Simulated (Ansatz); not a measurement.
# CH6Sn: the cost of one run

Program: Ansatz 0.2.0. Level of theory: RKS B3LYP-D4/def2-SVP. These are calculated values, not measurements.

### Step 1. The structure to begin with

Bond lengths: Sn1–C2 2.350 Å, C2–H3 1.110 Å, C2–H4 1.110 Å, C2–H5 1.110 Å, Sn1–H6 1.940 Å, Sn1–H7 1.739 Å, Sn1–H8 1.739 Å. Angles: Sn1–C2–H3 74.4°, Sn1–C2–H4 132.9°, Sn1–C2–H5 113.1°, H3–C2–H4 109.4°, H3–C2–H5 109.4°, H4–C2–H5 109.4°, C2–Sn1–H6 40.2°, C2–Sn1–H7 123.3°, C2–Sn1–H8 123.3°, H6–Sn1–H7 122.3°, H6–Sn1–H8 122.3°, H7–Sn1–H8 109.5°.

Coordinates:

```xyz
8

Sn    0.0000    0.0000    0.0000
C     1.4021    0.0000    1.8859
H     0.4025   -0.3092    2.2564
H     2.1697   -0.7111    2.2564
H     1.6341    1.0203    2.2564
H     1.8890    0.0000    0.4420
H    -0.8195    1.4198   -0.5794
H    -0.8195   -1.4198   -0.5794
```

### Step 2. Pulling towards end A

Springs on the bonds that form and break draw the guess towards this end; the thresholds are loose.

Input file input.yaml:

```yaml
crystal:
  periodic: [false, false, false]
  atoms:
    - { symbol: Sn, position_ang: [0.0, 0.0, 0.0] }
    - { symbol: C, position_ang: [1.4021, 0.0, 1.8859] }
    - { symbol: H, position_ang: [0.4025, -0.3092, 2.2564] }
    - { symbol: H, position_ang: [2.1697, -0.7111, 2.2564] }
    - { symbol: H, position_ang: [1.6341, 1.0203, 2.2564] }
    - { symbol: H, position_ang: [1.889, 0.0, 0.442] }
    - { symbol: H, position_ang: [-0.8195, 1.4198, -0.5794] }
    - { symbol: H, position_ang: [-0.8195, -1.4198, -0.5794] }
basis:
  gaussian: { orbitals: def2-SVP }
hamiltonian:
  xc: b3lyp
  dispersion: d4
relax:
  f_tol: 0.15
  max_steps: 25
  restrain:
    - { distance: [1, 5], at: 2.31, k: 30.0 }
    - { distance: [0, 1], at: 2.15, k: 30.0 }
    - { distance: [0, 5], at: 1.74, k: 30.0 }
output:
  orbitals: {}
```

The run is started by

```sh
$ ansatz run input.yaml --threads 1 --pin off --max-ram 2048MiB --backend cpu --events-out ev --progress --plain --runs-dir out
```

Q: Estimate wall time and peak memory on 1 thread of Arm Neoverse V2, shared host.

About 19 s, with a peak of 0.13 GiB.
